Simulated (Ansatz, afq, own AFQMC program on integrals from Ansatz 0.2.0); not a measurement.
**CH4ClGe (doublet): AFQMC on the coupled-cluster ladder as a fragment species, def2-TZVP**

Aim: compute CH4ClGe (doublet) with auxiliary-field quantum Monte Carlo on the same integrals as coupled cluster, and set the energies side by side.

Method: def2-TZVP, frozen cores; program: Ansatz 0.2.0, Gaussian basis, and an in-house AFQMC program (afq) on its integrals; all values are calculated.

To be run: PBE (unrestricted); CCSD(T) on UHF; r2SCAN (unrestricted); CCSD(T) on UHF; PBE0 (unrestricted); B3LYP (unrestricted); wB97M-V (unrestricted); B2PLYP (unrestricted); CCSD(T) on UHF; Phaseless AFQMC, CISD trial on UHF.

11 further runs of the same task are left out: 2 that didn't finish, 9 set aside as unsound or not needed. Runs told in other sessions of the task aren't counted.

## Step 1: The system

The geometry is a PBE0/def2-SVP stationary point (not a proven minimum). No spin-orbit coupling is included. The filled d shell of Ge may be among the frozen orbitals whatever the setting's name suggests.

7 atoms, charge 0, spin multiplicity 2.

Atoms are counted from 1 here; the program's logs count them from 0.

Bond lengths: C1–Ge2 1.958 Å, C1–H4 1.101 Å, C1–H5 1.100 Å, C1–H6 1.098 Å, Ge2–Cl3 2.180 Å, Ge2–H7 1.555 Å. Angles: Ge2–C1–H4 108.9°, Ge2–C1–H5 109.7°, Ge2–C1–H6 110.3°, H4–C1–H5 109.4°, H4–C1–H6 109.1°, H5–C1–H6 109.4°, C1–Ge2–Cl3 107.3°, C1–Ge2–H7 111.9°, Cl3–Ge2–H7 105.9°.

## Step 2: PBE (unrestricted)

File in.yaml:

```yaml
crystal:
  periodic: [false, false, false]
  atoms:
    - {symbol: C, position_ang: [-0.225918, 1.148139, -0.330138]}
    - {symbol: Ge, position_ang: [-0.225747, -0.687259, 0.351103]}
    - {symbol: Cl, position_ang: [-0.661455, -2.004388, -1.330195]}
    - {symbol: H, position_ang: [-1.212408, 1.366564, -0.767707]}
    - {symbol: H, position_ang: [-0.029215, 1.849460, 0.494005]}
    - {symbol: H, position_ang: [0.545527, 1.268665, -1.102607]}
    - {symbol: H, position_ang: [-1.363685, -0.923180, 1.383839]}
basis:
  gaussian: {orbitals: def2-TZVP}
magnetization: {spin_polarized: true, initial_magnetization: 1}
hamiltonian: {xc: {name: PBE}}
output: {orbitals: {seedname: orbitals}}
```

Command:

```console
ansatz run in.yaml --threads 1 --pin off --events-out ev --progress --plain --max-ram 8192MiB --backend cpu
```

What it wrote:

```text
Functional definition: PBE
  name "PBE"
  cite "Perdew, Burke & Ernzerhof, Phys. Rev. Lett. 77, 3865 (1996) doi:10.1103/PhysRevLett.77.3865"
  parent pbe
  parameter kappa = 0.804
  parameter beta = 0.06672455060314922
  exchange = pbe_x(kappa = kappa, mu = beta*pi^2/3)
  correlation = pbe_c(beta = beta)
970 factors; their error is unknown
mean field evaluation 1: about -70119.6169 eV, gradient 4.7e1 eV
mean field evaluation 2: about -70099.4223 eV, gradient 7.0e1 eV
mean field evaluation 4: about -70128.7942 eV, gradient 5.3e0 eV
mean field evaluation 8: about -70128.9315 eV, gradient 1.2e-1 eV
mean field evaluation 16: about -70128.9093 eV, gradient 2.1e-4 eV
mean field -70128.90928294 eV, -2577.1898810662 hartree, gradient 2.7e-5 eV, S^2 0.751384; 0 other end points of the search recorded, 0 dependent functions left out
reference -70128.90931988 eV, -2577.1898824236 hartree; 30, 29 occupied and 110, 111 virtual orbitals, 970 factors
Total energy: -70128.90931988 eV, -2577.1898824236 hartree
```

Run time: 3.7 s. Hardware: 1 thread of AMD EPYC 7R13 (Zen 3), shared host; peak memory 4 GiB.

From the report: ⟨S²⟩ of the determinant 0.751 (pure doublet: 0.75).

## Step 3: CCSD(T) on UHF

Edit in.yaml of step 2 so:

```diff
@@ -13,3 +13,2 @@
 magnetization: {spin_polarized: true, initial_magnetization: 1}
-hamiltonian: {xc: {name: PBE}}
-output: {orbitals: {seedname: orbitals}}
+correlation: {method: ccsd_t, electrons: outside_noble_gas, hamiltonian_folder: ham}
```

Command:

```console
ansatz run in.yaml --threads 1 --pin off --events-out ev --progress --plain --max-ram 24576MiB --backend cuda --devices 0, --max-vram 18GiB
```

What it wrote, cut to the lines that bear on the results:

```text
Functional definition: HF
  name "HF"
  cite "Fock, Z. Phys. 61, 126 (1930) doi:10.1007/BF01340294"
  parent pbe
[...]
937 factors; integrals over basis functions are off by at most 1.0e-3 eV
[...]
mean field -70072.39129238 eV, -2575.1128832223 hartree, gradient 2.1e-6 eV, S^2 0.754589; 0 other end points of the search recorded, 0 dependent functions left out
20 core orbitals not correlated: weight in the atoms' cores, before any rotation towards them, 0.999 or more for the frozen orbitals, at most 0.001 for the correlated occupied ones
reference -70072.39129238 eV, -2575.1128832223 hartree; 10, 9 occupied and 110, 111 virtual orbitals, 937 factors
second order -12.29716484 eV of doubles, -0.00000000 eV of singles
cycle   1  -13.13010358 eV  change   -8.3e-1 eV  update   7.4e-2
[...]
cycle  10  -13.51405598 eV  change    1.1e-5 eV  update   1.4e-5
perturbative correction -0.53128724 eV, -0.0195244461 hartree
Total energy: -70086.43663561 eV, -2575.6290400655 hartree
```

Wall time 9 s (1 × NVIDIA H100 80GB HBM3 with 1 thread of AMD EPYC 7R13 (Zen 3), shared host); peak host memory 4 GiB.

From the report: ⟨S²⟩ of the determinant 0.755 (pure doublet: 0.75); correlation -14.0453 eV; T1 0.012; largest double amplitude 0.02.

This run also writes the integrals to the folder ham.

## Step 4: r2SCAN (unrestricted)

Edit in.yaml of step 3 so:

```diff
@@ -13,2 +13,2 @@
 magnetization: {spin_polarized: true, initial_magnetization: 1}
-correlation: {method: ccsd_t, electrons: outside_noble_gas, hamiltonian_folder: ham}
+hamiltonian: {xc: {name: r2SCAN}}
```

Command:

```console
ansatz run in.yaml --threads 1 --pin off --events-out ev --progress --plain --max-ram 8192MiB --backend cpu
```

What it wrote:

```text
Functional definition: r2SCAN
  name "r2SCAN"
  cite "Furness, Kaplan, Ning, Perdew & Sun, J. Phys. Chem. Lett. 11, 8208 (2020) doi:10.1021/acs.jpclett.0c02405"
  cite "Furness, Kaplan, Ning, Perdew & Sun, J. Phys. Chem. Lett. 11, 9248 (2020) doi:10.1021/acs.jpclett.0c03077"
  parent r2scan
  parameter k0 = 0.174
  parameter k1 = 0.065
  parameter a1 = 4.9479
  exchange = r2scan_x(k0 = k0, k1 = k1, a1 = a1)
  correlation = r2scan_c
970 factors; their error is unknown
mean field evaluation 1: about -70135.1667 eV, gradient 4.1e1 eV
mean field evaluation 2: about -70124.0758 eV, gradient 5.6e1 eV
mean field evaluation 4: about -70142.4911 eV, gradient 2.9e0 eV
mean field evaluation 8: about -70142.5107 eV, gradient 2.1e-1 eV
mean field evaluation 16: about -70142.5108 eV, gradient 8.3e-5 eV
mean field -70142.51082939 eV, -2577.6897286784 hartree, gradient 8.2e-5 eV, S^2 0.752747; 0 other end points of the search recorded, 0 dependent functions left out
reference -70142.51084099 eV, -2577.6897291050 hartree; 30, 29 occupied and 110, 111 virtual orbitals, 970 factors
Total energy: -70142.51084099 eV, -2577.6897291050 hartree
```

It took 8 s on 1 thread of AMD EPYC 7R13 (Zen 3), shared host; peak memory 4 GiB.

From the report: ⟨S²⟩ of the determinant 0.753 (pure doublet: 0.75).

## Step 5: CCSD(T) on UHF

Edit in.yaml of step 4 so:

```diff
@@ -11,4 +11,4 @@
 basis:
-  gaussian: {orbitals: def2-TZVP}
+  gaussian: {orbitals: def2-TZVPP}
 magnetization: {spin_polarized: true, initial_magnetization: 1}
-hamiltonian: {xc: {name: r2SCAN}}
+correlation: {method: ccsd_t, electrons: outside_noble_gas}
```

Command:

```console
ansatz run in.yaml --threads 1 --pin off --events-out ev --progress --plain --max-ram 24576MiB --backend cuda --devices 0, --max-vram 18GiB
```

What it wrote, cut to the lines that bear on the results:

```text
Functional definition: HF
  name "HF"
  cite "Fock, Z. Phys. 61, 126 (1930) doi:10.1007/BF01340294"
  parent pbe
[...]
1057 factors; integrals over basis functions are off by at most 1.1e-3 eV
[...]
mean field -70072.42761411 eV, -2575.1142180210 hartree, gradient 4.1e-6 eV, S^2 0.754727; 0 other end points of the search recorded, 0 dependent functions left out
20 core orbitals not correlated: weight in the atoms' cores, before any rotation towards them, 0.999 or more for the frozen orbitals, at most 0.001 for the correlated occupied ones
reference -70072.42761411 eV, -2575.1142180210 hartree; 10, 9 occupied and 147, 148 virtual orbitals, 1057 factors
second order -12.67846904 eV of doubles, -0.00000000 eV of singles
cycle   1  -13.45588867 eV  change   -7.8e-1 eV  update   7.3e-2
[...]
cycle  10  -13.83562852 eV  change    1.4e-5 eV  update   1.4e-5
perturbative correction -0.54939775 eV, -0.0201899950 hartree
Total energy: -70086.81264038 eV, -2575.6428579862 hartree
```

It took 8 s on 1 × NVIDIA H100 80GB HBM3 with 1 thread of AMD EPYC 7R13 (Zen 3), shared host; peak host memory 4 GiB.

From the report: ⟨S²⟩ of the determinant 0.755 (pure doublet: 0.75); correlation -14.3850 eV; T1 0.011; largest double amplitude 0.02.

## Step 6: PBE0 (unrestricted)

Edit in.yaml of step 5 so:

```diff
@@ -11,4 +11,5 @@
 basis:
-  gaussian: {orbitals: def2-TZVPP}
+  gaussian: {orbitals: def2-TZVP}
 magnetization: {spin_polarized: true, initial_magnetization: 1}
-correlation: {method: ccsd_t, electrons: outside_noble_gas}
+hamiltonian: {xc: {name: PBE0}}
+output: {orbitals: {seedname: orbitals}}
```

Command:

```console
ansatz run in.yaml --threads 1 --pin off --events-out ev --progress --plain --max-ram 8192MiB --backend cpu
```

What it wrote:

```text
Functional definition: PBE0
  name "PBE0"
  cite "Adamo & Barone, J. Chem. Phys. 110, 6158 (1999) doi:10.1063/1.478522"
  cite "Perdew, Burke & Ernzerhof, Phys. Rev. Lett. 77, 3865 (1996) doi:10.1103/PhysRevLett.77.3865"
  parent pbe
  parameter a = 0.25
  parameter kappa = 0.804
  parameter beta = 0.06672455060314922
  exchange = (1 - a)*pbe_x(kappa = kappa, mu = beta*pi^2/3) + a*exact_x
  correlation = pbe_c(beta = beta)
1025 factors; their error is unknown
mean field evaluation 1: about -70125.7078 eV, gradient 3.6e1 eV
mean field evaluation 2: about -70121.8765 eV, gradient 4.3e1 eV
mean field evaluation 4: about -70131.3205 eV, gradient 1.5e0 eV
mean field evaluation 8: about -70131.3304 eV, gradient 1.1e-1 eV
mean field evaluation 16: about -70131.6333 eV, gradient 2.2e-4 eV
mean field -70131.63327588 eV, -2577.2899859603 hartree, gradient 2.4e-5 eV, S^2 0.751943; 0 other end points of the search recorded, 0 dependent functions left out
reference -70131.63330350 eV, -2577.2899869754 hartree; 30, 29 occupied and 110, 111 virtual orbitals, 1025 factors
Total energy: -70131.63330350 eV, -2577.2899869754 hartree
```

It took 6 s on 1 thread of AMD EPYC 7R13 (Zen 3), shared host; peak memory 4 GiB.

From the report: ⟨S²⟩ of the determinant 0.752 (pure doublet: 0.75).

## Step 7: B3LYP (unrestricted)

Edit in.yaml of step 6 so:

```diff
@@ -13,3 +13,2 @@
 magnetization: {spin_polarized: true, initial_magnetization: 1}
-hamiltonian: {xc: {name: PBE0}}
-output: {orbitals: {seedname: orbitals}}
+hamiltonian: {xc: {name: B3LYP}}
```

The command is unchanged.

What it wrote, cut to the lines that bear on the results:

```text
Functional definition: B3LYP
  name "B3LYP"
  cite "Stephens, Devlin, Chabalowski & Frisch, J. Phys. Chem. 98, 11623 (1994) doi:10.1021/j100096a001"
  cite "Becke, Phys. Rev. A 38, 3098 (1988) doi:10.1103/PhysRevA.38.3098"
  cite "Lee, Yang & Parr, Phys. Rev. B 37, 785 (1988) doi:10.1103/PhysRevB.37.785"
  cite "Vosko, Wilk & Nusair, Can. J. Phys. 58, 1200 (1980) doi:10.1139/p80-159"
[...]
1008 factors; their error is unknown
[...]
mean field -70146.03541572 eV, -2577.8192548370 hartree, gradient 2.5e-5 eV, S^2 0.751547; 0 other end points of the search recorded, 0 dependent functions left out
reference -70146.03566473 eV, -2577.8192639880 hartree; 30, 29 occupied and 110, 111 virtual orbitals, 1008 factors
Total energy: -70146.03566473 eV, -2577.8192639880 hartree
```

Wall time 5.5 s (1 thread of AMD EPYC 7R13 (Zen 3), shared host); peak memory 4 GiB.

From the report: ⟨S²⟩ of the determinant 0.752 (pure doublet: 0.75).

## Step 8: wB97M-V (unrestricted)

Edit in.yaml of step 7 so:

```diff
@@ -13,2 +13,3 @@
 magnetization: {spin_polarized: true, initial_magnetization: 1}
-hamiltonian: {xc: {name: B3LYP}}
+hamiltonian: {xc: {name: wB97M-V}}
+output: {orbitals: {seedname: orbitals}}
```

Launched as before.

What it wrote, cut to the lines that bear on the results:

```text
Functional definition: wB97M-V
  name "wB97M-V"
  cite "Mardirossian & Head-Gordon, J. Chem. Phys. 144, 214110 (2016) doi:10.1063/1.4952647"
  cite "Becke, J. Chem. Phys. 107, 8554 (1997) doi:10.1063/1.475007"
  cite "Vydrov & Van Voorhis, J. Chem. Phys. 133, 244103 (2010) doi:10.1063/1.3521275"
  # Of w^i u^j: cxij and so on, Table III.
[...]
  gx(w, u) = 1 - cx + cx01*u + cx10*w
  gss(w, u) = css00 + css04*u^4 + css10*w + css20*w^2 + css43*w^4*u^3
  gos(w, u) = cos00 + cos10*w + (cos20 + cos21*u)*w^2 + (cos60 + cos61*u)*w^6
[...]
      + integral(e_c_pw_mod_opposite_spin*gos(b97_w_opposite, b97_u_opposite)) + vv10(b, c)
1005 factors; their error is unknown
224 factors; integrals over basis functions are off by at most 4.0e-5 eV
[...]
mean field -70139.61262577 eV, -2577.5832216602 hartree, gradient 5.3e-5 eV, S^2 0.751646; 0 other end points of the search recorded, 0 dependent functions left out
reference -70139.61266673 eV, -2577.5832231654 hartree; 30, 29 occupied and 110, 111 virtual orbitals, 1005 factors
Total energy: -70139.61266673 eV, -2577.5832231654 hartree
```

Run time: 17 s. Hardware: 1 thread of AMD EPYC 7R13 (Zen 3), shared host; peak memory 4 GiB.

From the report: ⟨S²⟩ of the determinant 0.752 (pure doublet: 0.75).

## Step 9: B2PLYP (unrestricted)

Edit in.yaml of step 8 so:

```diff
@@ -13,3 +13,3 @@
 magnetization: {spin_polarized: true, initial_magnetization: 1}
-hamiltonian: {xc: {name: wB97M-V}}
-output: {orbitals: {seedname: orbitals}}
+hamiltonian: {xc: {name: B2PLYP}}
+correlation: {electrons: outside_noble_gas}
```

The command is unchanged.

What it wrote, cut to the lines that bear on the results:

```text
Functional definition: B2PLYP
  name "B2PLYP"
  cite "Grimme, J. Chem. Phys. 124, 034108 (2006) doi:10.1063/1.2148954"
  cite "Becke, Phys. Rev. A 38, 3098 (1988) doi:10.1103/PhysRevA.38.3098"
  cite "Lee, Yang & Parr, Phys. Rev. B 37, 785 (1988) doi:10.1103/PhysRevB.37.785"
[...]
937 factors; integrals over basis functions are off by at most 1.0e-3 eV
[...]
mean field -70124.14595130 eV, -2577.0148318571 hartree, gradient 7.8e-6 eV, S^2 0.752941; 0 other end points of the search recorded, 0 dependent functions left out
20 core orbitals not correlated: weight in the atoms' cores, before any rotation towards them, 0.998 or more for the frozen orbitals, at most 0.001 for the correlated occupied ones
reference -70124.14610954 eV, -2577.0148376723 hartree; 10, 9 occupied and 110, 111 virtual orbitals, 937 factors
second order -15.10345758 eV of doubles, -0.00000000 eV of singles
Total energy: -70128.22404309 eV, -2577.1646989660 hartree
```

Run time: 8 s. Hardware: 1 thread of AMD EPYC 7R13 (Zen 3), shared host; peak memory 4 GiB.

From the report: ⟨S²⟩ of the determinant 0.753 (pure doublet: 0.75).

## Step 10: CCSD(T) on UHF

Edit in.yaml of step 9 so:

```diff
@@ -11,5 +11,4 @@
 basis:
-  gaussian: {orbitals: def2-TZVP}
+  gaussian: {orbitals: "def2-QZVPP.json"}
 magnetization: {spin_polarized: true, initial_magnetization: 1}
-hamiltonian: {xc: {name: B2PLYP}}
-correlation: {electrons: outside_noble_gas}
+correlation: {method: ccsd_t, electrons: outside_noble_gas}
```

Command:

```console
ansatz run in.yaml --threads 1 --pin off --events-out ev --progress --plain --max-ram 24576MiB --backend cuda --devices 0, --max-vram 18GiB
```

What it wrote, cut to the lines that bear on the results:

```text
Functional definition: HF
  name "HF"
  cite "Fock, Z. Phys. 61, 126 (1930) doi:10.1007/BF01340294"
  parent pbe
[...]
2051 factors; integrals over basis functions are off by at most 7.3e-4 eV
[...]
mean field -70073.97164458 eV, -2575.1709600943 hartree, gradient 4.9e-6 eV, S^2 0.754994; 0 other end points of the search recorded, 0 dependent functions left out
20 core orbitals not correlated: weight in the atoms' cores, before any rotation towards them, 0.999 or more for the frozen orbitals, at most 0.001 for the correlated occupied ones
reference -70073.97164458 eV, -2575.1709600943 hartree; 10, 9 occupied and 306, 307 virtual orbitals, 2051 factors
second order -13.71115547 eV of doubles, -0.00000000 eV of singles
cycle   1  -14.35258853 eV  change   -6.4e-1 eV  update   7.4e-2
[...]
cycle  10  -14.74268173 eV  change    2.3e-5 eV  update   1.5e-5
perturbative correction -0.63408585 eV, -0.0233022251 hartree
Total energy: -70089.34841216 eV, -2575.7360458801 hartree
```

It took 32 s on 1 × NVIDIA H100 80GB HBM3 with 1 thread of AMD EPYC 7R13 (Zen 3), shared host; peak host memory 4 GiB.

From the report: ⟨S²⟩ of the determinant 0.755 (pure doublet: 0.75); correlation -15.3768 eV; T1 0.011; largest double amplitude 0.02.

## Step 11: Phaseless AFQMC, CISD trial on UHF

It reads the integrals that the CCSD(T) run on this determinant wrote.

Command:

```console
afq ham --method phaseless --trial cisd --walkers 800 --populations 20 --least-time 60 --time-step 0.005 --steps-per-block 50 --equilibration-blocks 28 --max-blocks 4000 --target-error 0.00026 --factor-cut 1e-05 --start spin_pure --seed 2344 --release-times 0.24,0.51,0.99,1.5 --release-step 0.03 --release-every 4 --taylor-order 6
```

What it wrote:

```text
orbitals 120  electrons 10 9  factors 889 of 937
reference energy -2575.11288322 Eh
CCSD correlation -0.49663293 Eh in 12 cycles, weight of the determinant in the CISD state 0.8214
energy of the start -2575.609262 Eh
 block  time / (1/Eh)  mean weight  energy / Eh
     1     0.250  0.9996  -2575.596287
     2     0.500  0.9999  -2575.603675
     3     0.750  1.0004  -2575.611475
     4     1.000  0.9996  -2575.618029
     5     1.250  0.9997  -2575.621402
     6     1.500  1.0010  -2575.626884
     7     1.750  0.9994  -2575.626521
     8     2.000  0.9996  -2575.628829
     9     2.250  0.9996  -2575.630599
    10     2.500  0.9991  -2575.629584
    11     2.750  1.0005  -2575.630577
    13     3.250  0.9994  -2575.629056
    15     3.750  0.9992  -2575.630379
    17     4.250  0.9996  -2575.630772
    19     4.750  0.9994  -2575.631137
    21     5.250  0.9990  -2575.628730
    23     5.750  1.0006  -2575.633294
    25     6.250  1.0005  -2575.632667
    27     6.750  1.0001  -2575.630380
    29     7.250  1.0001  -2575.630609
    31     7.750  1.0004  -2575.629235
    33     8.250  0.9985  -2575.634032
    35     8.750  1.0002  -2575.632151
    37     9.250  0.9996  -2575.630348
    39     9.750  1.0015  -2575.630465
    41    10.250  1.0003  -2575.630526
    43    10.750  0.9989  -2575.631532
    45    11.250  1.0007  -2575.633402
    47    11.750  0.9993  -2575.632884
    49    12.250  1.0005  -2575.631400
    51    12.750  1.0004  -2575.628672
    53    13.250  1.0001  -2575.631072
    55    13.750  1.0008  -2575.632723
    57    14.250  1.0003  -2575.630654
    59    14.750  1.0012  -2575.626844
    61    15.250  0.9997  -2575.626971
    63    15.750  1.0004  -2575.631781
    65    16.250  1.0003  -2575.627687
    67    16.750  1.0005  -2575.633225
    69    17.250  0.9994  -2575.629465
    71    17.750  0.9994  -2575.632873
    73    18.250  1.0002  -2575.632565
    75    18.750  1.0002  -2575.630522
    77    19.250  0.9991  -2575.629592
    79    19.750  0.9997  -2575.632305
    81    20.250  0.9999  -2575.630607
    83    20.750  0.9997  -2575.635979
    85    21.250  0.9994  -2575.632584
    87    21.750  0.9989  -2575.633519
    89    22.250  0.9999  -2575.632059
    91    22.750  0.9991  -2575.632447
    93    23.250  1.0006  -2575.631080
    95    23.750  1.0005  -2575.630970
    97    24.250  0.9998  -2575.631734
    99    24.750  1.0010  -2575.630789
   101    25.250  0.9996  -2575.628080
   103    25.750  0.9997  -2575.632698
   105    26.250  0.9995  -2575.630172
   107    26.750  1.0001  -2575.632252
   109    27.250  1.0006  -2575.631701
   111    27.750  0.9990  -2575.630398
   113    28.250  1.0000  -2575.631360
   115    28.750  0.9983  -2575.632843
error from the spread of 20 populations
released: time / (1/Eh)  energy / Eh  error  mean overlap
  0.24  -2575.630879  0.000420  0.9955
  0.51  -2575.631532  0.000546  0.9885
  0.99  -2575.631589  0.000612  0.9767
  1.50  -2575.632282  0.000755  0.9767
energy -2575.631028 +/- 0.000358 Eh
```

Run time: 4.2 min. Hardware: 1 × NVIDIA H100 80GB HBM3 with 2 threads of AMD EPYC 7R13 (Zen 3), shared host; peak host memory 4 GiB.

Energy -70086.4907 ± 0.0097 eV. Caveats: constraint bias not in the error.

## Step 12: All levels side by side

On the UHF determinant, counted from CCSD(T) (a yardstick, not exact):

| level | energy (eV) | from CCSD(T) (meV) | statistical error (meV) | time |
| --- | --- | --- | --- | --- |
| HF | -70072.3913 | +14045.3 |  |  |
| MP2 | -70084.6885 | +1748.2 |  |  |
| CCSD | -70085.9053 | +531.3 |  |  |
| CCSD(T) | -70086.4366 | 0.0 |  |  |
| Phaseless AFQMC, CISD trial, step 0.005, 800 walkers | -70086.4907 | -54.1 | 9.7 | 4.2 min |

The functionals' totals stand on their own zeros and serve differences with other points: PBE -70128.909 eV; r2SCAN -70142.511 eV; PBE0 -70131.633 eV; B3LYP -70146.036 eV; wB97M-V -70139.613 eV; B2PLYP -70128.224 eV.

## Step 13: Summary of results

```
                                       quantity            value
Phaseless AFQMC, CISD trial on UHF from CCSD(T)  -54.1 ± 9.7 meV
```

On UHF the phaseless walk with the CISD trial lies -54.1 meV from CCSD(T), 6 times its error bar. Error bars are statistical and leave out the constraint, the time step and what remains of the start.
